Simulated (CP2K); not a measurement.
# GaGe3 (Pm-3m) in CP2K: reference runs

How does GaGe3 come out in PBEsol? The cell is run as given and disturbed, then over a range of volumes.

Everything below comes from runs of CP2K 2026.2. Logs are shortened: lines on timing, memory, paths and dates and some standing lists are left out, and cuts for length are marked.

### 1 The structure

Symmetry: Pm-3m, No. 221, cubic system. The conventional cell has a = 4.278 Å, b = 4.278 Å, c = 4.278 Å, α = 90.00°, β = 90.00°, γ = 90.00°. Ge (site symmetry 4/mmm) is surrounded by 8 Ge at 3.03 Å and 4 Ga at 3.03 Å. Around Ga (site symmetry m-3m) lie 12 Ge at 3.03 Å.

The cell comes from a database or a generator and needn't be the stable form of this composition.

### 2 Single point, PBEsol

File gage3_scf.inp:

```
&GLOBAL
  PROJECT gage3_scf
  RUN_TYPE ENERGY_FORCE
  PRINT_LEVEL LOW
&END GLOBAL
&FORCE_EVAL
  METHOD QS
  STRESS_TENSOR ANALYTICAL
  &DFT
    BASIS_SET_FILE_NAME BASIS_MOLOPT_UZH
    POTENTIAL_FILE_NAME POTENTIAL_UZH
    &MGRID
      CUTOFF 450
      REL_CUTOFF 60
      NGRIDS 5
    &END MGRID
    &QS
      METHOD GPW
      EPS_DEFAULT 1.0E-10
    &END QS
    &KPOINTS
      SCHEME MONKHORST-PACK 6 6 6
      GAMMA_CENTERED T
      SYMMETRY T
      SYMMETRY_BACKEND SPGLIB
    &END KPOINTS
    &SCF
      SCF_GUESS ATOMIC
      EPS_SCF 1.0E-6
      MAX_SCF 100
      ADDED_MOS 14
      CHOLESKY OFF
      EPS_EIGVAL 1.0E-7
      &DIAGONALIZATION ON
        ALGORITHM STANDARD
      &END DIAGONALIZATION
      &MIXING ON
        METHOD BROYDEN_MIXING
        ALPHA 0.4
        BETA 1.5
        NBUFFER 8
      &END MIXING
      &SMEAR ON
        METHOD FERMI_DIRAC
        ELECTRONIC_TEMPERATURE [K] 580.226
      &END SMEAR
    &END SCF
    &XC
      &XC_FUNCTIONAL
        &GGA_X_PBE_SOL
        &END GGA_X_PBE_SOL
        &GGA_C_PBE_SOL
        &END GGA_C_PBE_SOL
      &END XC_FUNCTIONAL
    &END XC
    &PRINT
      &KPOINTS ON
      &END KPOINTS
      &MULLIKEN ON
      &END MULLIKEN
      &MO ON
        ENERGIES T
        OCCUPATION_NUMBERS T
        &EACH
          QS_SCF 0
        &END EACH
        ADD_LAST NUMERIC
      &END MO
      &LOWDIN ON
      &END LOWDIN
      &HIRSHFELD ON
        SHAPE_FUNCTION DENSITY
      &END HIRSHFELD
      &E_DENSITY_CUBE ON
        STRIDE 1
      &END E_DENSITY_CUBE
      &V_HARTREE_CUBE ON
        STRIDE 1
      &END V_HARTREE_CUBE
      &ELF_CUBE ON
        STRIDE 1
      &END ELF_CUBE
    &END PRINT
  &END DFT
  &SUBSYS
    &CELL
      A 4.2784660000 0.0000000000 0.0000000000
      B 0.0000000000 4.2784660000 0.0000000000
      C 0.0000000000 0.0000000000 4.2784660000
      PERIODIC XYZ
    &END CELL
    &COORD
      Ge  2.1392330000 2.1392330000 0.0000000000
      Ge  2.1392330000 0.0000000000 2.1392330000
      Ge  0.0000000000 2.1392330000 2.1392330000
      Ga  0.0000000000 0.0000000000 0.0000000000
    &END COORD
    &KIND Ge
      BASIS_SET TZVP-MOLOPT-PBE-GTH-q4
      POTENTIAL GTH-PBE-q4
    &END KIND
    &KIND Ga
      BASIS_SET TZVP-MOLOPT-PBE-GTH-q13
      POTENTIAL GTH-PBE-q13
    &END KIND
    &PRINT
      &ATOMIC_COORDINATES ON
      &END ATOMIC_COORDINATES
      &CELL ON
      &END CELL
    &END PRINT
  &END SUBSYS
  &PRINT
    &FORCES ON
    &END FORCES
    &STRESS_TENSOR ON
    &END STRESS_TENSOR
  &END PRINT
&END FORCE_EVAL
```

Potentials or basis: POTENTIAL_UZH Ge GTH-PBE-q4, Ga GTH-PBE-q13; TZVP-MOLOPT-PBE-GTH basis.

On the command line:

```
$ OMP_NUM_THREADS=1 mpirun -n 3 cp2k.psmp -i gage3_scf.inp -o gage3_scf.out
```

gage3_scf.out:

```text

 CP2K| version string:                                       CP2K version 2026.2
 CP2K| Input file name                                             gage3_scf.inp

 GLOBAL| Force Environment number                                              1
 GLOBAL| Basis set file name                                    BASIS_MOLOPT_UZH
 GLOBAL| Potential file name                                       POTENTIAL_UZH
 GLOBAL| MM Potential file name                                     MM_POTENTIAL
 GLOBAL| Coordinate file name                                      __STD_INPUT__
 GLOBAL| Method name                                                        CP2K
 GLOBAL| Project name                                                  gage3_scf
 GLOBAL| Run type                                                   ENERGY_FORCE
 GLOBAL| FFT library                                                       FFTW3
 GLOBAL| Diagonalization library                                       ScaLAPACK
 GLOBAL| Cholesky decomposition library                                ScaLAPACK
 GLOBAL| DGEMM library                                                      BLAS
 GLOBAL| Direct generalized diagonalization requested                          F
 GLOBAL| Matrix multiplication library                                 ScaLAPACK
 GLOBAL| Global print level                                                  LOW
 GLOBAL| Total number of message passing processes                             3
 GLOBAL| Number of threads for this process                                    1
 GLOBAL| CPU model name                                                  UNKNOWN

 CELL| Volume [angstrom^3]:                                            78.318481
 CELL| Vector a [angstrom]:       4.278     0.000     0.000   |a| =     4.278466
 CELL| Vector b [angstrom]:       0.000     4.278     0.000   |b| =     4.278466
 CELL| Vector c [angstrom]:       0.000     0.000     4.278   |c| =     4.278466
 CELL| Angle (b,c), alpha [degree]:                                    90.000000
 CELL| Angle (a,c), beta  [degree]:                                    90.000000
 CELL| Angle (a,b), gamma [degree]:                                    90.000000
 CELL| Numerically orthorhombic:                                             YES
 CELL| Periodicity                                                           XYZ

 CELL_REF| Volume [angstrom^3]:                                        78.318481
 CELL_REF| Vector a [angstrom     4.278     0.000     0.000   |a| =     4.278466
 CELL_REF| Vector b [angstrom     0.000     4.278     0.000   |b| =     4.278466
 CELL_REF| Vector c [angstrom     0.000     0.000     4.278   |c| =     4.278466
 CELL_REF| Angle (b,c), alpha [degree]:                                90.000000
 CELL_REF| Angle (a,c), beta  [degree]:                                90.000000
 CELL_REF| Angle (a,b), gamma [degree]:                                90.000000
 CELL_REF| Numerically orthorhombic:                                         YES
 CELL_REF| Periodicity                                                       XYZ

[... 9 lines left out ...]

  Total number of            - Atomic kinds:                                   2
                             - Atoms:                                          4
                             - Shell sets:                                     4
                             - Shells:                                        31
                             - Primitive Cartesian functions:                 18
                             - Cartesian basis functions:                     94
                             - Spherical basis functions:                     85

  Maximum angular momentum of the orbital basis functions:                     3

 MODULE QUICKSTEP: ATOMIC COORDINATES IN ANGSTROM

   Atom Kind Element         X             Y             Z       Z(eff)     Mass
      1    1 Ge   32      2.139233      2.139233      0.000000   4.0000  72.6400
      2    1 Ge   32      2.139233      0.000000      2.139233   4.0000  72.6400
      3    1 Ge   32      0.000000      2.139233      2.139233   4.0000  72.6400
      4    2 Ga   31      0.000000      0.000000      0.000000  13.0000  69.7230

 SCF PARAMETERS         Density guess:                                    ATOMIC
                        --------------------------------------------------------
                        max_scf:                                             100
                        max_scf_history:                                       0
                        max_diis:                                              4
[... 5 lines left out ...]
                        --------------------------------------------------------
                        level_shift [a.u.]:                             0.000000
                        added MOs                                        14    0
                        --------------------------------------------------------
                        Mixing method:                            BROYDEN_MIXING
                                                charge density mixing in g-space
                        --------------------------------------------------------
                        Smear method:                                FERMI_DIRAC
                        Electronic temperature [K]:                        580.2
[... 76 lines left out ...]
  Hartree energy:                                              14.84746558085461
  Exchange-correlation energy:                                -13.40517594843205
  Electronic entropic energy:                                  -0.00082249841850
  Fermi energy:                                                 0.21377581190905

  Total energy:                                               -86.17452256383163
  Total energy (extrapolated to T->0):                        -86.17411131462238

 MO| EIGENVALUES AND OCCUPATION NUMBERS FOR K POINT 1
 MO|
 MO|  Index      Eigenvalue [a.u.]        Eigenvalue [eV]             Occupation
 MO|      1              -0.320539              -8.722307               2.000000
 MO|      2              -0.320443              -8.719706               2.000000
 MO|      3              -0.320443              -8.719706               2.000000
 MO|      4              -0.319251              -8.687267               2.000000
 MO|      5              -0.319251              -8.687267               2.000000
 MO|      6              -0.150536              -4.096282               2.000000
[... 118 lines left out ...]
 MO|     26               0.710951              19.345963               0.000000
 MO|     27               0.717475              19.523479               0.000000
 MO| Sum:                                                              26.000000
 MO| E(Fermi):            0.213776 a.u.          5.817136 eV
 MO| Band gap:            0.222641 a.u.          6.058364 eV

 MO| EIGENVALUES AND OCCUPATION NUMBERS FOR K POINT 5
 MO|
 MO|  Index      Eigenvalue [a.u.]        Eigenvalue [eV]             Occupation
 MO|      1              -0.320216              -8.713528               2.000000
 MO|      2              -0.320148              -8.711672               2.000000
 MO|      3              -0.319908              -8.705145               2.000000
 MO|      4              -0.319763              -8.701187               2.000000
 MO|      5              -0.319524              -8.694687               2.000000
 MO|      6              -0.198079              -5.390015               2.000000
[... 184 lines left out ...]
 MO|     26               0.724439              19.712976               0.000000
 MO|     27               0.729908              19.861814               0.000000
 MO| Sum:                                                              26.000000
 MO| E(Fermi):            0.213776 a.u.          5.817136 eV
 MO| Band gap:            0.321223 a.u.          8.740928 eV

 MO| EIGENVALUES AND OCCUPATION NUMBERS FOR K POINT 11
 MO|
 MO|  Index      Eigenvalue [a.u.]        Eigenvalue [eV]             Occupation
 MO|      1              -0.319965              -8.706695               2.000000
 MO|      2              -0.319933              -8.705815               2.000000
 MO|      3              -0.319933              -8.705815               2.000000
 MO|      4              -0.319816              -8.702641               2.000000
 MO|      5              -0.319816              -8.702641               2.000000
 MO|      6              -0.222149              -6.044978               2.000000
[... 118 lines left out ...]
 MO|     26               0.546958              14.883479               0.000000
 MO|     27               0.571237              15.544153               0.000000
 MO| Sum:                                                              24.000000
 MO| E(Fermi):            0.213776 a.u.          5.817136 eV

 [... the levels of further k-points ...]

 The electron density is written in Cube    file format to the file:

 gage3_scf-ELECTRON_DENSITY-1_0.cube

 !-----------------------------------------------------------------------------!
                     Mulliken Population Analysis

 #  Atom  Element  Kind  Atomic population                           Net charge
       1     Ge       1          4.097957                             -0.097957
       2     Ge       1          4.097962                             -0.097962
       3     Ge       1          4.097957                             -0.097957
       4     Ga       2         12.706123                              0.293877
 # Total charge                             25.000000                  0.000000

 !-----------------------------------------------------------------------------!

 !-----------------------------------------------------------------------------!
                           Hirshfeld Charges

  #Atom  Element  Kind  Ref Charge     Population                    Net charge
      1       Ge     1       4.000          4.012                        -0.012
      2       Ge     1       4.000          4.012                        -0.012
      3       Ge     1       4.000          4.012                        -0.012
      4       Ga     2      13.000         12.965                         0.035

  Total Charge                                                           -0.000
 !-----------------------------------------------------------------------------!

 LOWDIN POPULATION ANALYSIS

 #  Atom  Element  Kind  Atomic population                           Net charge
       1     Ge       1          3.442727                              0.557273
       2     Ge       1          3.393414                              0.606586
       3     Ge       1          3.319857                              0.680143
       4     Ga       2         14.844001                             -1.844001
 # Total charge                             25.000000                  0.000000

               ----- ELF is computed on the real space grid -----

 ELF is written in Cube    file format to the file:

 gage3_scf-ELF_S1-1_0.cube

 ENERGY| Total FORCE_EVAL ( QS ) energy [hartree]            -86.174523016380277

 FORCES| Atomic forces [hartree/bohr]
 FORCES|   Atom     x               y               z               |f|
 FORCES|      1 -6.01903925E-12 -1.92074063E-11  5.68876124E-12   2.09168663E-11
 FORCES|      2 -2.94444842E-11 -4.17499871E-13 -1.44333864E-11   3.27944294E-11
 FORCES|      3 -4.16700506E-12 -1.81528557E-11 -2.25107022E-11   2.92168070E-11
 FORCES|      4  9.85322793E-08  9.85310181E-08  9.85230644E-08   1.70656866E-07
 FORCES| Sum     9.84926488E-08  9.84932404E-08  9.84918091E-08
 FORCES| Total atomic force                                       1.70594129E-07

 STRESS| Analytical stress tensor [bar]
 STRESS|                        x                   y                   z
 STRESS|      x       -1.31606677047E+04   1.94993550682E-02   1.94923565682E-02
 STRESS|      y        1.94993550682E-02  -1.31606624048E+04   1.94906925941E-02
 STRESS|      z        1.94923565682E-02   1.94906925941E-02  -1.31606725868E+04
 STRESS| 1/3 Trace                                            -1.31606675655E+04
 STRESS| Determinant                                          -2.27946935175E+12

 STRESS| Eigenvectors and eigenvalues of the analytical stress tensor [bar]
 STRESS|                        1                   2                   3
 STRESS| Eigenvalues  -1.31606901297E+04  -1.31606842858E+04  -1.31606282809E+04
 STRESS|      x          -0.542791067925      0.615281243368      0.571670226740
 STRESS|      y          -0.192893022147     -0.753799021947      0.628155487534
 STRESS|      z           0.817416747191      0.230685990194      0.527838834627
```

Wall time 13 s (3 MPI ranks of Arm Neoverse V2, shared host).

What came out:

- Free energy: -2344.9280 eV
- Pressure: -1.3 GPa
- Band gap on the k mesh: none (metal or under the smearing width)
- Mulliken charges: Ge -0.10; Ga +0.29 e
- Hirshfeld charges: Ge -0.01; Ga +0.04 e

Levels at points of the mesh, in eV from the Fermi level:
| k point | band 10 | band 11 | band 12 | band 13 | band 14 | band 15 | band 16 | band 17 |
| --- | --- | --- | --- | --- | --- | --- | --- | --- |
| (0.00, 0.00, 0.00) | -3.82 | -3.82 | -3.40 | 2.70 | 2.70 | 2.70 | 3.61 | 3.61 |
| (0.00, 0.00, 0.50) | -1.94 | -1.94 | -1.36 | -1.36 | -0.04 | 0.15 | 4.44 | 4.56 |
| (0.00, 0.50, 0.50) | -0.74 | -0.19 | -0.19 | 0.01 | 0.25 | 0.25 | 0.67 | 1.55 |
| (0.50, 0.50, 0.50) | -5.31 | -4.94 | -4.94 | -4.94 | 6.84 | 6.84 | 6.84 | 6.87 |

Caveat: Mulliken charges move with the basis; the potentials were made for another functional, which shifts forces and pressure; the basis of atomic orbitals isn't converged, which shifts pressures, moduli and gaps.

### 3 Single point, PBEsol, 19.58 Å³/atom

File gage3_eos.inp:

```
&GLOBAL
  PROJECT gage3_eos
  RUN_TYPE ENERGY_FORCE
  PRINT_LEVEL LOW
&END GLOBAL
&FORCE_EVAL
  METHOD QS
  STRESS_TENSOR ANALYTICAL
  &DFT
    BASIS_SET_FILE_NAME BASIS_MOLOPT_UZH
    POTENTIAL_FILE_NAME POTENTIAL_UZH
    &MGRID
      CUTOFF 450
      REL_CUTOFF 60
      NGRIDS 4
    &END MGRID
    &QS
      METHOD GPW
      EPS_DEFAULT 1.0E-10
    &END QS
    &KPOINTS
      SCHEME MONKHORST-PACK 6 6 6
      GAMMA_CENTERED T
      SYMMETRY T
      SYMMETRY_BACKEND SPGLIB
    &END KPOINTS
    &SCF
      SCF_GUESS ATOMIC
      EPS_SCF 1.0E-6
      MAX_SCF 100
      ADDED_MOS 14
      CHOLESKY OFF
      EPS_EIGVAL 1.0E-7
      &DIAGONALIZATION ON
        ALGORITHM STANDARD
      &END DIAGONALIZATION
      &MIXING ON
        METHOD BROYDEN_MIXING
        ALPHA 0.4
        BETA 1.5
        NBUFFER 8
      &END MIXING
      &SMEAR ON
        METHOD FERMI_DIRAC
        ELECTRONIC_TEMPERATURE 580.23
      &END SMEAR
    &END SCF
    &XC
      &XC_FUNCTIONAL
        &GGA_X_PBE_SOL
        &END GGA_X_PBE_SOL
        &GGA_C_PBE_SOL
        &END GGA_C_PBE_SOL
      &END XC_FUNCTIONAL
    &END XC
    &PRINT
      &KPOINTS ON
      &END KPOINTS
      &MULLIKEN ON
      &END MULLIKEN
      &MO ON
        ENERGIES T
        OCCUPATION_NUMBERS T
        &EACH
          QS_SCF 0
        &END EACH
        ADD_LAST NUMERIC
      &END MO
    &END PRINT
  &END DFT
  &SUBSYS
    &CELL
      ABC 4.2784660000 4.2784660000 4.2784660000
      ALPHA_BETA_GAMMA 90.0000000000 90.0000000000 90.0000000000
      PERIODIC XYZ
    &END CELL
    &COORD
      SCALED
      Ge  0.5000000000 0.5000000000 0.0000000000
      Ge  0.5000000000 0.0000000000 0.5000000000
      Ge  0.0000000000 0.5000000000 0.5000000000
      Ga  0.0000000000 0.0000000000 0.0000000000
    &END COORD
    &KIND Ge
      BASIS_SET TZVP-MOLOPT-PBE-GTH-q4
      POTENTIAL GTH-PBE-q4
    &END KIND
    &KIND Ga
      BASIS_SET TZVP-MOLOPT-PBE-GTH-q13
      POTENTIAL GTH-PBE-q13
    &END KIND
    &PRINT
      &ATOMIC_COORDINATES ON
      &END ATOMIC_COORDINATES
      &CELL ON
      &END CELL
      &SYMMETRY ON
      &END SYMMETRY
    &END PRINT
  &END SUBSYS
  &PRINT
    &FORCES ON
    &END FORCES
    &STRESS_TENSOR ON
    &END STRESS_TENSOR
  &END PRINT
&END FORCE_EVAL
```

Potentials or basis: POTENTIAL_UZH Ge GTH-PBE-q4, Ga GTH-PBE-q13; TZVP-MOLOPT-PBE-GTH basis.

On the command line:

```
$ OMP_NUM_THREADS=1 mpirun -n 3 cp2k.psmp -i gage3_eos.inp -o gage3_eos.out
```

It took 12 s on 3 MPI ranks of Arm Neoverse V2, shared host.

The run converged. Its results:

```yaml
Free_energy: -2344.9280 eV
Pressure: -1.3 GPa
Band_gap_on_the_k_mesh: none (metal or under the smearing width)
Mulliken_charges: Ge -0.10; Ga +0.29 e
```

Caveat: Mulliken charges move with the basis; the potentials were made for another functional, which shifts forces and pressure; the basis of atomic orbitals isn't converged, which shifts pressures, moduli and gaps.

### 4 Single point, PBEsol, 19.19 Å³/atom (volume scaled by 0.98)

Edit gage3_eos.inp of step 3 so:

```diff
@@ -11,2 +11,3 @@
     POTENTIAL_FILE_NAME POTENTIAL_UZH
+    WFN_RESTART_FILE_NAME previous-RESTART.kp
     &MGRID
@@ -27,3 +28,3 @@
     &SCF
-      SCF_GUESS ATOMIC
+      SCF_GUESS RESTART
       EPS_SCF 1.0E-6
@@ -72,3 +73,3 @@
     &CELL
-      ABC 4.2784660000 4.2784660000 4.2784660000
+      ABC 4.2497505979 4.2497505979 4.2497505979
       ALPHA_BETA_GAMMA 90.0000000000 90.0000000000 90.0000000000
```

On the command line:

```
$ OMP_NUM_THREADS=1 mpirun -n 3 cp2k.psmp -i gage3_eos.inp -o gage3_eos.out
```

It took 20 s on 3 MPI ranks of Arm Neoverse V2, shared host.

The run converged. Its results:

```
Free energy            : -2344.9351 eV
Pressure               : -0.1 GPa
Band gap on the k mesh : none (metal or under the smearing width)
Mulliken charges       : Ge -0.10; Ga +0.30 e
```

Caveat: Mulliken charges move with the basis; the potentials were made for another functional, which shifts forces and pressure; the basis of atomic orbitals isn't converged, which shifts pressures, moduli and gaps.

### 5 Single point, PBEsol, 19.97 Å³/atom (volume scaled by 1.02)

Edit gage3_eos.inp of step 4 so:

```diff
@@ -73,3 +73,3 @@
     &CELL
-      ABC 4.2497505979 4.2497505979 4.2497505979
+      ABC 4.3068010377 4.3068010377 4.3068010377
       ALPHA_BETA_GAMMA 90.0000000000 90.0000000000 90.0000000000
```

On the command line:

```
$ OMP_NUM_THREADS=1 mpirun -n 3 cp2k.psmp -i gage3_eos.inp -o gage3_eos.out
```

It took 9.5 s on 3 MPI ranks of Arm Neoverse V2, shared host.

It converged, with:

```yaml
Free_energy: -2344.9098 eV
Pressure: -2.4 GPa
Band_gap_on_the_k_mesh: none (metal or under the smearing width)
Mulliken_charges: Ge -0.10; Ga +0.29 e
```

Caveat: Mulliken charges move with the basis; the potentials were made for another functional, which shifts forces and pressure; the basis of atomic orbitals isn't converged, which shifts pressures, moduli and gaps.

(Continued in part 2 of 2.)
